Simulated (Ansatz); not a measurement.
# Rh (Rhodium): how the settings move a relaxation

How sensitive is a relaxation of Rh (Rhodium) to its settings? A reference run comes first, then one run with altered input.

The COD entry's cell or inner coordinates are ideal or old and differ from later refinements, so a difference from it is no clean test against experiment.

Program: Ansatz 0.2.0. Level of theory: reference: DFT, PBEsol, PAW with Ansatz's default frozen-core files, scalar-relativistic; relaxation of cell and atoms. These are calculated values, not measurements.

3 further runs of the same task are left out: 2 that didn't finish, 1 set aside as unsound or not needed.

**1. The system as given**

It takes space group Fm-3m (No. 225, cubic). Conventional cell: a = 3.782 Å, b = 3.782 Å, c = 3.782 Å, α = 90.00°, β = 90.00°, γ = 90.00°. Rh (site symmetry m-3m) has 12 Rh at 2.67 Å as nearest neighbours.

As a file:

```cif
data_structure
_symmetry_space_group_name_H-M 'P 1'
_symmetry_Int_Tables_number 1
_cell_length_a 2.6740
_cell_length_b 2.6740
_cell_length_c 2.6740
_cell_angle_alpha 60.000
_cell_angle_beta 60.000
_cell_angle_gamma 60.000
_cell_volume 13.52
loop_
_atom_site_label
_atom_site_type_symbol
_atom_site_fract_x
_atom_site_fract_y
_atom_site_fract_z
_atom_site_occupancy
Rh1 Rh 0.00000 0.00000 0.00000 1
```

**2. Baseline**

File input.yaml:

```yaml
crystal:
  lattice:
    - [0.0, 1.89079240156, 1.89079240156]
    - [1.89079240156, 0.0, 1.89079240156]
    - [1.89079240156, 1.89079240156, 0.0]
  atoms:
    - { symbol: Rh, position: [0.0, 0.0, 0.0] }
kpoints:
  mp_grid: { grid: [28, 28, 28] }
scf:
  occupations: { method: fermi_dirac, width: 0.1 }
hamiltonian:
  xc: pbesol
  pseudopotentials: { kind: paw }
relax:
  f_tol: 0.002
  max_steps: 80
  cell: { p_target: 10 }
output:
  forces: true
  stress: true
```

Launch:

```console
$ ansatz run input.yaml --threads 1 --pin off --max-ram 2560MiB --backend cpu --events-out ev --progress --plain --runs-dir out
```

Excerpt of the output:

```text
[...]
Basis set: ecut = 420 eV, 259 PW (Γ), exchange–correlation on 36×36×36 points (8 copies of the dense FFT grid, shifted against one another)
[...]
k-points: 624 of 21952
[...]
SCF iter   1: F=—  HF=-6338.769922 eV  |F-HF|=—  |Δ(HF+E_count)|=         —  Δρ=9.49e-3  dr2=9.66e-3  ethr=1.77e-3  ⟨swp⟩=4.9  Hψ=44652  notcnv=0
preconditioner: auto → none  [metal: Δε(μ)=0.001 eV  Ē_g=14.122 eV  σ=0.100 eV  W_gap=0.00  n_scr=0 (ndim 8)  ℏωp=30.3 eV  f_vac=0.000  D(μ)=1.27/eV (n_scr^D=14)]
SCF iter   2: F=—  HF=-6338.767244 eV  |F-HF|=—  |Δ(HF+E_count)|=   2.68e-3  Δρ=3.68e-3  dr2=1.02e-3  ethr=5.68e-5  ⟨swp⟩=2.7  Hψ=17714  notcnv=0
[...]
relax step   1: F+E_penalty+E_count = -6338.76694465 eV  Δ(F+E_penalty+E_count) = +0.000e0 eV  max|allowed force component| = 0.000e0 eV/Å  Δτ_max = 0.0000 Å  P = +0.000 GPa  Ω = 13.520 Å³  (6 SCF iters, dr2 threshold 1.00e-7 eV, accepted)
[...]
relax step   2: F+E_penalty+E_count = -6338.71756010 eV  Δ(F+E_penalty+E_count) = +4.938e-2 eV  max|allowed force component| = 0.000e0 eV/Å  Δτ_max = 0.0000 Å  P = +21.089 GPa  Ω = 12.713 Å³  energy of the carried Pulay correction = +4.992e-4 eV  (5 SCF iters,
[...]
relax step   3: F+E_penalty+E_count = -6338.75597858 eV  Δ(F+E_penalty+E_count) = -3.842e-2 eV  max|allowed force component| = 0.000e0 eV/Å  Δτ_max = 0.0000 Å  P = +9.371 GPa  Ω = 13.125 Å³  energy of the carried Pulay correction = +2.406e-4 eV  (5 SCF iters, 
[...]
relax step   4: F+E_penalty+E_count = -6338.75461897 eV  Δ(F+E_penalty+E_count) = +1.360e-3 eV  max|allowed force component| = 0.000e0 eV/Å  Δτ_max = 0.0000 Å  P = +9.965 GPa  Ω = 13.102 Å³  energy of the carried Pulay correction = +2.547e-4 eV  (3 SCF iters, 
[...]
SCF iter   4: F=—  HF=-6338.754361 eV  |F-HF|=—  |Δ(HF+E_count)|=   1.49e-9  Δρ=1.79e-6  dr2=4.74e-11  ethr=3.93e-11  ⟨swp⟩=2.8  Hψ=13140  notcnv=0
SCF iter   5: F=-6338.754361 eV  HF=-6338.754361 eV  |F-HF|=0.00e0  |Δ(HF+E_count)|=  1.18e-10  Δρ=7.87e-8  dr2=1.36e-13  ethr=1.00e-12  ⟨swp⟩=5.0  Hψ=32539  notcnv=0
[...]
relax step   5: F+E_penalty+E_count = -6338.75436136 eV  Δ(F+E_penalty+E_count) = +2.576e-4 eV  max|allowed force component| = 0.000e0 eV/Å  Δτ_max = 0.0000 Å  P = +9.970 GPa  Ω = 13.102 Å³  stress off target by 3.03e-2 GPa  SCF on the basis re-selected at thi
[...]
SCF converged after 5 iterations
Free energy (F): -6338.754361 eV
[...]
E sigma→0 (E₀):  -6338.734284 eV
[...]
Fermi energy:    23.658509 eV
[...]
  P = ⅓ Tr σ = 9.9697 GPa (99.697 kbar)
--- Relaxed structure (4 steps of the walk, 4 accepted, 1 SCFs on fresh bases) ---
[...]
```

Run time: 17 s. Hardware: 1 thread of Intel Xeon Platinum 8488C (Sapphire Rapids), shared host; peak memory 0.46 GiB.

**3. Changing settings: mp_grid.shift [0.5, 0.5, 0.5]**

input.yaml: that of step 2 with these lines changed.

```diff
@@ -8,3 +8,3 @@
 kpoints:
-  mp_grid: { grid: [28, 28, 28] }
+  mp_grid: { grid: [28, 28, 28], shift: [0.5, 0.5, 0.5] }
 scf:
@@ -21 +21,5 @@
   stress: true
+  write_density: true
+  write_potential: true
+  elf: true
+  volumetric_format: npy
```

Launch:

```console
$ ansatz run input.yaml --threads 1 --pin off --max-ram 2560MiB --backend cpu --events-out ev --progress --plain --runs-dir out
```

Output, cut to the lines that bear on the results:

```text
Warning: crystal.symmetry: narrowed to the stabiliser of the k-point mesh — unitary ops 48 → 12; excluded 36 operations that carry a point of the 28×28×28 mesh (shift [0.5, 0.5, 0.5]) off the mesh (the run samples exactly the mesh kpoints.mp_grid names, as under crystal.symmetry.detect: [...]
Pseudopotentials: kind: paw
Pseudopotential: Rh, paw, valence charge 17, recommended cutoff 420 eV (normal), Rh.paw.azcp
Functional definition: PBEsol
[...]
Crystal: 1 atoms, lattice volume = 13.520 Å³
Basis set: ecut = 420 eV, 259 PW (Γ), exchange–correlation on 36×36×36 points (8 copies of the dense FFT grid, shifted against one another)
Bands: 13, of which v1, the nominal top of the filled ones, is band 9 counted from 1 (8 counted from 0)
Symmetry: 12 space group operations
k-points: 2030 of 21952
[...]
SCF iter   1: F=—  HF=-6338.769881 eV  |F-HF|=—  |Δ(HF+E_count)|=         —  Δρ=9.50e-3  dr2=9.69e-3  ethr=1.77e-3  ⟨swp⟩=4.9  Hψ=145493  notcnv=0
[...]
relax step   1: F+E_penalty+E_count = -6338.76687437 eV  Δ(F+E_penalty+E_count) = +0.000e0 eV  max|allowed force component| = 0.000e0 eV/Å  Δτ_max = 0.0000 Å  P = +0.004 GPa  Ω = 13.520 Å³  (6 SCF iters, dr2 threshold 1.00e-7 eV, accepted)
[...]
relax step   4: F+E_penalty+E_count = -6338.75454795 eV  Δ(F+E_penalty+E_count) = +1.358e-3 eV  max|allowed force component| = 0.000e0 eV/Å  Δτ_max = 0.0000 Å  P = +9.965 GPa  Ω = 13.102 Å³  energy of the carried Pulay correction = +2.540e-4 eV  (3 SCF iters, dr2 threshold 1.00e-7 eV, accepted)
[...]
relax step   5: F+E_penalty+E_count = -6338.75428991 eV  Δ(F+E_penalty+E_count) = +2.580e-4 eV  max|allowed force component| = 0.000e0 eV/Å  Δτ_max = 0.0000 Å  P = +9.970 GPa  Ω = 13.102 Å³  stress off target by 3.03e-2 GPa  SCF on the basis re-selected at this cell (its energy is not [...]
SCF converged after 5 iterations
Free energy (F): -6338.754290 eV
[...]
E sigma→0 (E₀):  -6338.734157 eV
Entropy (-TS):   -0.040266 eV (-40.266 meV/atom)
Fermi energy:    23.657141 eV
[...]
--- Forces (eV/Å), atoms counted from 1 ---
  atom   1  Rh     0.00000000     0.00000000    -0.00000000
[...]
--- Stress (GPa, compression-positive) ---
        9.969841       0.000130       0.000130
        0.000130       9.969841       0.000130
        0.000130       0.000130       9.969841
  P = ⅓ Tr σ = 9.9698 GPa (99.698 kbar)
--- Band table (eV; the first three rows and the last of 2030) ---
  k-point 0: bands = ["-55.3034", "-22.7265", "-22.7244", "-22.7244", "15.2622", "20.3180", "20.3304", "20.3304", "22.5994", "22.5994", "39.3516", "44.8367", "44.9343"]
[...]
--- Relaxed structure (4 steps of the walk, 4 accepted, 1 SCFs on fresh bases) ---
  F+E_penalty+E_count = -6338.75428991 eV   max|allowed force component| = 0.000e0 eV/Å   (the final SCF, on the basis selected at the relaxed cell)
  cell:  # Å, volume = 13.1021 Å³
    - [4.302507935874462e-5, 1.871148353403574, 1.871148353403574]
    - [1.871148353403574, 4.3025079358747535e-5, 1.871148353403574]
    - [1.871148353403574, 1.871148353403574, 4.302507935874608e-5]
  atoms:
    - { symbol: Rh, position: [0.0, 0.0, 0.0] }
```

Run time: 61 s. Hardware: 1 thread of Intel Xeon Platinum 8488C (Sapphire Rapids), shared host; peak memory 0.74 GiB.

Changing the k-point mesh leaves the energy as it was (+0.1 meV/atom).

**4. Comparison**

```
                             run     ending  energy change  pressure (GPa)  gap (eV)  force (eV/Å)  cycles  time
                       reference  converged              0            10.0      0.00          0.00      24  17 s
1: mp_grid.shift [0.5, 0.5, 0.5]  converged  +0.1 meV/atom            10.0      0.00          0.00      24  61 s
```

Times don't compare one to one where runs were asked for different outputs or read a saved state (see the inputs); cycles may leave out searches for a lower state.

What this shows: Changing the k-point mesh leaves the energy as it was (+0.1 meV/atom).
